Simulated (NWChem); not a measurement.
# C2H4BCl (SMILES ClB1CC1): levels of theory compared

We compute a comparison of 4 runs (HF/def2-SVP, PBE0/def2-SVP, PBE/6-311G**, PBE0/6-311+G**) of C2H4BCl. 

Program for the calculation: NWChem 7.3.0.

### Step 1. The molecule

C2H4BCl has 8 atoms, charge 0, and is taken as a singlet. SMILES: `ClB1CC1`. The shape is that of a PBE0-D4/def2-TZVP optimisation.

Bond lengths: Cl1–B2 1.717 Å, B2–C3 1.513 Å, B2–C4 1.513 Å, C3–C4 1.562 Å, C3–H5 1.086 Å, C3–H6 1.086 Å, C4–H7 1.086 Å, C4–H8 1.087 Å. Some angles: Cl1–B2–C3 148.9°, Cl1–B2–C4 148.9°, C3–B2–C4 62.1°, B2–C3–C4 58.9°, B2–C4–C3 58.9°, B2–C3–H5 120.4°, B2–C3–H6 120.4°, C4–C3–H5 117.0°, C4–C3–H6 117.0°, B2–C4–H7 120.4°.

### Step 2. Energy and forces at HF/def2-SVP (run 1)

Contents of run.py:

```python
from ase import Atoms
from ase.calculators.nwchem import NWChem

mol = Atoms('ClBCCHHHH', positions=[
    [-2.493000, 0.742700, -0.419700],
    [-0.868600, 0.256400, -0.152000],
    [0.564700, 0.635200, 0.151600],
    [0.151300, -0.857000, -0.051400],
    [1.189700, 1.082900, -0.616100],
    [0.853700, 0.935000, 1.155100],
    [0.515300, -1.352300, -0.947300],
    [0.179100, -1.500100, 0.823900],
])

calc = NWChem(
    label='a',
    theory='scf',
    memory='2200 mb',
    basis='def2-SVP',
    basispar='spherical bse',
    scf={'nopen': '0', 'rhf': None, 'thresh': '1e-08', 'maxiter': '80'},
)
mol.calc = calc

forces = mol.get_forces()
print(f"energy = {mol.get_potential_energy():.6f} eV")
print("forces (eV/A):")
for s, f in zip(mol.symbols, forces):
    print(f"{s:2s} {f[0]:10.5f} {f[1]:10.5f} {f[2]:10.5f}")
print("dipole (e A):", mol.get_dipole_moment().round(4))
```

Run with:

```console
$ export ASE_NWCHEM_COMMAND="nwchem PREFIX.nwi > PREFIX.nwo"
$ python run.py
```

The log of the run:

```text
energy = -15293.335538 eV
forces (eV/A):
Cl   -0.56765    0.17016   -0.09349
B     0.11025   -0.03332    0.01805
C     0.26940    0.07549    0.05759
C     0.19155   -0.21386    0.01892
H    -0.00303   -0.01388   -0.01039
H    -0.00627   -0.01496    0.00627
H     0.00422    0.01563   -0.00602
H     0.00154    0.01481    0.00905
dipole (e A): [ 0.1692 -0.0506  0.0279]
```

The calculator wrote a.nwi:

```
title "a"

permanent_dir a

scratch_dir a

start a

geometry units angstrom nocenter noautosym noautoz
  Cl -2.4929999999999999e+00 7.4270000000000003e-01 -4.1970000000000002e-01
  B  -8.6860000000000004e-01 2.5640000000000002e-01 -1.5200000000000000e-01
  C  5.6469999999999998e-01 6.3519999999999999e-01 1.5160000000000001e-01
  C  1.5129999999999999e-01 -8.5699999999999998e-01 -5.1400000000000001e-02
  H  1.1897000000000000e+00 1.0829000000000000e+00 -6.1609999999999998e-01
  H  8.5370000000000001e-01 9.3500000000000005e-01 1.1551000000000000e+00
  H  5.1529999999999998e-01 -1.3523000000000001e+00 -9.4730000000000003e-01
  H  1.7910000000000001e-01 -1.5001000000000000e+00 8.2389999999999997e-01
end

memory 2200 mb

basis spherical bse noprint
   * library def2-SVP
end

scf
  nopen 0
  rhf
  thresh 1e-08
  maxiter 80
end

task scf gradient
```

a.nwo:

```text
Northwest Computational Chemistry Package (NWChem) 7.3.0
             --------------------------------------------------------

           Job information
           ---------------

    nwchem branch   = 7.3.0
    use scalapack   = T
    input           = a.nwi
    prefix          = a.
    data base       = a/a.db
    status          = startup
    nproc           =        1

           Memory information
           ------------------

    heap     =     72089594 doubles =      550.0 Mbytes
    stack    =     72089599 doubles =      550.0 Mbytes
    global   =    144179200 doubles =     1100.0 Mbytes (distinct from heap & stack)
    total    =    288358393 doubles =     2200.0 Mbytes
    verify   = yes
    hardfail = no

[... 139 lines left out ...]
 Convergence threshold     :          1.000E-08
[... 12 lines left out ...]
       Final RHF  results
[... 3 lines left out ...]
      One-electron energy =  -1024.595480893865
[... 1 line left out ...]
 Nuclear repulsion energy =    127.072307284359
[... 37 lines left out ...]
                       ROHF Final Molecular Orbital Analysis
[... 211 lines left out ...]
                         RHF ENERGY GRADIENTS

    atom               coordinates                        gradient
                 x          y          z           x          y          z
   1 Cl     -4.711087   1.403499  -0.793118    0.011039  -0.003309   0.001818
   2 B      -1.641416   0.484526  -0.287238   -0.002144   0.000648  -0.000351
   3 C       1.067128   1.200354   0.286482   -0.005239  -0.001468  -0.001120
[... 4 lines of this table left out ...]
   8 H       0.338450  -2.834778   1.556945   -0.000030  -0.000288  -0.000176

                 ----------------------------------------
                 |  Time  |  1-e(secs)   |  2-e(secs)   |
                 ----------------------------------------
                 |  CPU   |       0.01   |       1.81   |
                 ----------------------------------------
                 |  WALL  |       0.01   |       1.81   |
                 ----------------------------------------

 Task  times  cpu:        8.2s     wall:        8.2s
 Total times  cpu:        8.2s     wall:        8.2s
```

Run time: 9.3 s. Hardware: 1 thread of Intel Xeon Platinum 8488C (Sapphire Rapids), shared host; peak memory 0.1 GiB.

### Step 3. Energy and forces at PBE0/def2-SVP (run 2)

Contents of run.py:

```python
from ase import Atoms
from ase.calculators.nwchem import NWChem

molecule = Atoms(['Cl', 'B', 'C', 'C', 'H', 'H', 'H', 'H'], positions=[
    [-2.493000, 0.742700, -0.419700],
    [-0.868600, 0.256400, -0.152000],
    [0.564700, 0.635200, 0.151600],
    [0.151300, -0.857000, -0.051400],
    [1.189700, 1.082900, -0.616100],
    [0.853700, 0.935000, 1.155100],
    [0.515300, -1.352300, -0.947300],
    [0.179100, -1.500100, 0.823900],
])

calc = NWChem(
    label='geom',
    theory='dft',
    memory='2200 mb',
    basis='def2-SVP',
    basispar='spherical bse',
    dft={'xc': 'pbe0', 'mult': '1', 'grid': 'xfine', 'convergence': 'energy 1e-08', 'iterations': '100', 'mulliken': None},
)
molecule.calc = calc

forces = molecule.get_forces()
print("Total energy (eV):", round(molecule.get_potential_energy(), 6))
print("forces (eV/A):")
for s, f in zip(molecule.symbols, forces):
    print(f"{s:2s} {f[0]:10.5f} {f[1]:10.5f} {f[2]:10.5f}")
print("dipole (e A):", molecule.get_dipole_moment().round(4))
```

Run with:

```console
$ export ASE_NWCHEM_COMMAND="nwchem PREFIX.nwi > PREFIX.nwo"
$ python run.py
```

The log of the run:

```text
Total energy (eV): -15324.35571
forces (eV/A):
Cl   -0.24389    0.07317   -0.04016
B    -0.11657    0.03461   -0.01928
C    -0.08186   -0.24019   -0.03543
C     0.05518    0.24770    0.03157
H     0.19690    0.15915   -0.24801
H     0.08819    0.11159    0.32478
H     0.10521   -0.16938   -0.29233
H    -0.00314   -0.21659    0.27886
dipole (e A): [ 0.1544 -0.0462  0.0254]
```

The calculator wrote geom.nwi:

```
title "geom"

permanent_dir geom

scratch_dir geom

start geom

geometry units angstrom nocenter noautosym noautoz
  Cl -2.4929999999999999e+00 7.4270000000000003e-01 -4.1970000000000002e-01
  B  -8.6860000000000004e-01 2.5640000000000002e-01 -1.5200000000000000e-01
  C  5.6469999999999998e-01 6.3519999999999999e-01 1.5160000000000001e-01
  C  1.5129999999999999e-01 -8.5699999999999998e-01 -5.1400000000000001e-02
  H  1.1897000000000000e+00 1.0829000000000000e+00 -6.1609999999999998e-01
  H  8.5370000000000001e-01 9.3500000000000005e-01 1.1551000000000000e+00
  H  5.1529999999999998e-01 -1.3523000000000001e+00 -9.4730000000000003e-01
  H  1.7910000000000001e-01 -1.5001000000000000e+00 8.2389999999999997e-01
end

memory 2200 mb

basis spherical bse noprint
   * library def2-SVP
end

dft
  xc pbe0
  mult 1
  grid xfine
  convergence energy 1e-08
  iterations 100
  mulliken
end

task dft gradient
```

geom.nwo:

```text
Northwest Computational Chemistry Package (NWChem) 7.3.0
             --------------------------------------------------------

           Job information
           ---------------

    nwchem branch   = 7.3.0
    use scalapack   = T
    input           = geom.nwi
    prefix          = geom.
    data base       = geom/geom.db
    status          = startup
    nproc           =        1

           Memory information
           ------------------

    heap     =     72089594 doubles =      550.0 Mbytes
    stack    =     72089599 doubles =      550.0 Mbytes
    global   =    144179200 doubles =     1100.0 Mbytes (distinct from heap & stack)
    total    =    288358393 doubles =     2200.0 Mbytes
    verify   = yes
    hardfail = no

[... 110 lines left out ...]
  convergence criterion.
[... 40 lines left out ...]
          Spatial weights used:  Erf1
[... 77 lines left out ...]
         Total DFT energy =     -563.159689703033
[... 3 lines left out ...]
 Nuclear repulsion energy =      127.072307284359
[... 632 lines left out ...]
          Convergence on gradient requested:  5.00D-04
[... 27 lines left out ...]
          total energy or number of iterations.
[... 26 lines left out ...]
                         DFT ENERGY GRADIENTS

    atom               coordinates                        gradient
                 x          y          z           x          y          z
   1 Cl     -4.711087   1.403499  -0.793118    0.004743  -0.001423   0.000781
   2 B      -1.641416   0.484526  -0.287238    0.002267  -0.000673   0.000375
   3 C       1.067128   1.200354   0.286482    0.001592   0.004671   0.000689
[... 4 lines of this table left out ...]
   8 H       0.338450  -2.834778   1.556945    0.000061   0.004212  -0.005423

                 ----------------------------------------
                 |  Time  |  1-e(secs)   |  2-e(secs)   |
                 ----------------------------------------
                 |  CPU   |       0.01   |       1.63   |
                 ----------------------------------------
                 |  WALL  |       0.01   |       1.63   |
                 ----------------------------------------

 Task  times  cpu:       24.8s     wall:       24.8s
 Total times  cpu:       24.8s     wall:       24.8s
```

It took 26 s on 1 thread of Intel Xeon Platinum 8488C (Sapphire Rapids), shared host; peak memory 0.14 GiB.

### Step 4. Energy and forces at PBE/6-311G(d,p) (run 3)

Contents of a.nw:

```
start a
title "C2H4BCl"
memory 2200 mb

geometry noautosym nocenter noautoz
  Cl   -2.493000    0.742700   -0.419700
  B    -0.868600    0.256400   -0.152000
  C     0.564700    0.635200    0.151600
  C     0.151300   -0.857000   -0.051400
  H     1.189700    1.082900   -0.616100
  H     0.853700    0.935000    1.155100
  H     0.515300   -1.352300   -0.947300
  H     0.179100   -1.500100    0.823900
end

basis spherical bse
  * library 6-311G**
end

dft
  xc xpbe96 cpbe96
  grid fine
  convergence energy 1e-08
  maxiter 100
  mulliken
end

task dft gradient
```

Run with:

```console
$ nwchem a.nw > a.out
```

The log of the run:

```text
[...]
          Wavefunction type:  closed shell.
          No. of atoms     :     8
          No. of electrons :    38
[...]
          Charge           :     0
          Spin multiplicity:     1
[...]
          AO basis - number of functions:   104
[...]
              XC Information
              --------------
          PerdewBurkeErnzerhof Exchange Functional  1.000
            Perdew 1991 LDA Correlation Functional  1.000 local
           PerdewBurkeErnz. Correlation Functional  1.000 non-local
[...]
 d= 0,ls=0.0,diis     1   -563.2991319028 -6.90D+02  6.06D-03  1.14D+00     2.3
[...]
 d= 0,ls=0.0,diis     8   -563.3552404495  3.51D-09  5.61D-06  4.33D-07    15.3
         Total DFT energy =     -563.355240449458
      One electron energy =    -1025.284663723972
           Coulomb energy =      379.189231117853
    Exchange-Corr. energy =      -44.332115127698
 Nuclear repulsion energy =      127.072307284359
[...]
      Total Density - Mulliken Population Analysis
     ---------------------------------------------
    Atom       Charge   Shell Charges
 -----------   ------   -------------------------------------------------------
    1 Cl  17    17.13   0.78  1.19  0.89  1.09  1.02  1.01  7.42 -1.52  1.09  2.95  1.18  0.02
    2 B    5     4.72   1.13  0.85  0.49  0.68  1.02  0.23  0.16  0.16
    3 C    6     6.35   1.10  0.88  0.65  0.73  1.53  0.50  0.90  0.04
    4 C    6     6.35   1.10  0.88  0.65  0.73  1.53  0.50  0.90  0.04
    5 H    1     0.86   0.27  0.46  0.11  0.03
    6 H    1     0.86   0.27  0.46  0.11  0.03
    7 H    1     0.86   0.27  0.46  0.11  0.03
    8 H    1     0.86   0.27  0.46  0.11  0.03
[...]
  wavefunction    = closed shell
                         DFT ENERGY GRADIENTS
    atom               coordinates                        gradient
                 x          y          z           x          y          z
   1 Cl     -4.711087   1.403499  -0.793118    0.007762  -0.002327   0.001279
   2 B      -1.641416   0.484526  -0.287238   -0.000449   0.000139  -0.000072
   3 C       1.067128   1.200354   0.286482   -0.000983  -0.002620  -0.000408
   4 C       0.285916  -1.619495  -0.097132    0.000479   0.002780   0.000315
   5 H       2.248207   2.046384  -1.164260   -0.003334  -0.002769   0.003629
   6 H       1.613259   1.766894   2.182822   -0.001698  -0.002055  -0.004987
   7 H       0.973776  -2.555476  -1.790137   -0.001703   0.003071   0.004417
   8 H       0.338450  -2.834778   1.556945   -0.000075   0.003780  -0.004171
[...]
```

Wall time 22 s (1 thread of Intel Xeon Platinum 8488C (Sapphire Rapids), shared host); peak memory 0.12 GiB.

### Step 5. Energy and gradient at PBE0/6-311+G(d,p) (run 4)

Contents of c2h4bcl.nw:

```
start c2h4bcl
title "C2H4BCl"
memory stack 880 mb heap 220 mb global 1100 mb
charge 0
geometry noautosym nocenter noautoz
   Cl      -2.493000       0.742700      -0.419700
   B       -0.868600       0.256400      -0.152000
   C        0.564700       0.635200       0.151600
   C        0.151300      -0.857000      -0.051400
   H        1.189700       1.082900      -0.616100
   H        0.853700       0.935000       1.155100
   H        0.515300      -1.352300      -0.947300
   H        0.179100      -1.500100       0.823900
end
basis spherical bse
   Cl library 6-311+G**
   B library 6-311+G**
   C library 6-311+G**
   H library 6-311+G**
end
dft
   xc pbe0
   grid fine
   convergence energy 1e-08
   iterations 100
   mulliken
   print medium
end
task dft gradient
```

Run with:

```console
$ nwchem c2h4bcl.nw > c2h4bcl.out
```

The log of the run:

```text
[...]
          Wavefunction type:  closed shell.
          No. of atoms     :     8
          No. of electrons :    38
[...]
          Charge           :     0
          Spin multiplicity:     1
[...]
          AO basis - number of functions:   120
[...]
              XC Information
              --------------
                         PBE0 Method XC Functional
                     Hartree-Fock (Exact) Exchange  0.250
          PerdewBurkeErnzerhof Exchange Functional  0.750
            Perdew 1991 LDA Correlation Functional  1.000 local
           PerdewBurkeErnz. Correlation Functional  1.000 non-local
[...]
 d= 0,ls=0.0,diis     1   -563.3655720511 -6.90D+02  5.44D-03  6.99D-01     3.4
[...]
 d= 0,ls=0.0,diis     8   -563.4126867460  4.09D-09  3.45D-06  1.38D-07    22.3
         Total DFT energy =     -563.412686746019
      One electron energy =    -1025.317244708036
           Coulomb energy =      379.235790991645
    Exchange-Corr. energy =      -44.403540313987
 Nuclear repulsion energy =      127.072307284359
[...]
  wavefunction    = closed shell
                         DFT ENERGY GRADIENTS
    atom               coordinates                        gradient
                 x          y          z           x          y          z
   1 Cl     -4.711087   1.403499  -0.793118    0.002960  -0.000889   0.000487
   2 B      -1.641416   0.484526  -0.287238   -0.001475   0.000447  -0.000241
   3 C       1.067128   1.200354   0.286482   -0.000781  -0.001439  -0.000271
   4 C       0.285916  -1.619495  -0.097132    0.000043   0.001668   0.000140
   5 H       2.248207   2.046384  -1.164260   -0.000449  -0.000441   0.000619
   6 H       1.613259   1.766894   2.182822   -0.000177  -0.000327  -0.000803
   7 H       0.973776  -2.555476  -1.790137   -0.000191   0.000436   0.000732
   8 H       0.338450  -2.834778   1.556945    0.000071   0.000544  -0.000662
[...]
```

It took 32 s on 1 thread of Intel Xeon Platinum 8488C (Sapphire Rapids), shared host; peak memory 0.13 GiB.

### Step 6. All runs side by side

```
run           level  iteration cap  module  energy (Eh)  dipole moment (D)  HOMO energy (eV)  LUMO energy (eV)  wall time
  1     HF/def2-SVP             80     scf  -562.019719               0.86            -10.32              2.90      9.3 s
  2   PBE0/def2-SVP            100     dft  -563.159690               0.78             -7.17             -0.98       26 s
  3    PBE/6-311G**            100     dft  -563.355240               1.06             -5.99             -2.15       22 s
  4  PBE0/6-311+G**            100     dft  -563.412687               0.99             -7.30             -1.16       32 s
```

### Step 7. What came out

| quantity | value |
| --- | --- |
| run 4: total energy | -563.41269 Eh |
| run 4: dipole moment | 0.99 D |
| run 4: HOMO energy | -7.30 eV |
| run 4: LUMO energy | -1.16 eV |
| run 4: HOMO–LUMO gap | 6.14 eV |
| run 4: largest force on an atom | 0.161 eV/Å |

The dipole moment (its size) runs from 0.78 D (PBE0/def2-SVP) to 1.06 D (PBE/6-311G**). The two ends differ in method and basis. The HOMO–LUMO gap runs from 3.84 eV (PBE/6-311G**) to 13.22 eV (HF/def2-SVP). Totals of different functionals can't be ranked against each other. All runs together took 89 s, the longest 32 s.
